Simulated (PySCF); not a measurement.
# CeH4N2 (Ce(NH2)22+): the cost of one run

Method: several levels, as the steps say, no spin–orbit coupling; program: PySCF 2.14.0.

1 further run of the same task is left out (for a known fault of the program).

### 1 Starting geometry

7 atoms, charge 2, spin multiplicity 1.

Bond lengths: Ce1–N2 2.037 Å, Ce1–H3 2.807 Å, Ce1–H4 2.760 Å, Ce1–N5 2.037 Å, Ce1–H6 2.760 Å, Ce1–H7 2.807 Å, N2–H3 1.035 Å, N2–H4 1.035 Å, N5–H6 1.035 Å, N5–H7 1.035 Å. Angles: N2–Ce1–H3 16.6°, N2–Ce1–H4 18.0°, N2–Ce1–N5 104.6°, N2–Ce1–H6 86.6°, N2–Ce1–H7 121.2°, H3–Ce1–H4 34.6°, H3–Ce1–N5 121.2°, H3–Ce1–H6 103.2°, H3–Ce1–H7 137.8°, H4–Ce1–N5 86.6°, H4–Ce1–H6 68.6°, H4–Ce1–H7 103.2°, N5–Ce1–H6 18.0°, N5–Ce1–H7 16.6°, H6–Ce1–H7 34.6°, Ce1–N2–H3 129.1°, Ce1–N2–H4 124.6°, H3–N2–H4 106.3° and more.

Geometry (Å):

```xyz
7
charge 2, multiplicity 1
Ce    0.0000   -0.7648    0.0347
N     1.6113   -0.0318    1.0427
H     2.6191   -0.1724    0.8523
H     1.5550    0.5797    1.8762
N    -1.6113   -0.0318    1.0427
H    -1.5550    0.5797    1.8762
H    -2.6191   -0.1724    0.8523
```

Formal oxidation states: Ce +4. The 4f shell is empty and lies in the core potential. An earlier session relaxed this geometry at PBE0, Ce lcecp-2-SVP with ECP46, N def2-SVP, H def2-SVP (singlet, point group C2v).

At PBE0 on the finer grid: E = -149.628727 Eh, frontier levels not given, since the 4f levels lie in the core, Mulliken charge on Ce1 +1.78 e, largest force component 0.009 eV/Å. The large-core potential holds the 4f shell empty.

Levels to run: HF; wB97X; PBE0, TZVP. Hardware: 2 threads of Arm Neoverse V2, shared host.

### 2 HF

run.py (the lines that set the calculation) reads:

```python
mol = gto.M(atom='''
Ce     0.00000    -0.76477     0.03471
N      1.61134    -0.03175     1.04271
H      2.61913    -0.17245     0.85233
H      1.55501     0.57973     1.87617
N     -1.61134    -0.03175     1.04271
H     -1.55501     0.57973     1.87617
H     -2.61913    -0.17245     0.85233''',
    basis={'Ce': 'lcecp-2-SVP', 'N': 'def2-SVP', 'H': 'def2-SVP'},
    ecp={'Ce': 'lcecp-2-SVP'},
    charge=2, spin=0)
mf = scf.RHF(mol)
mf = mf.density_fit()  # fitting sets: Ce AutoAux, N def2-universal-JKFIT, H def2-universal-JKFIT
mf.conv_tol = 1e-08; mf.max_cycle = 55
mf.kernel(dm0)  # dm0: the density of the relaxed state
```

Command:

```console
$ OMP_NUM_THREADS=2 python run.py
```

**Question.** How long does this run take on 2 threads of Arm Neoverse V2, shared host?

About 1.6 s.
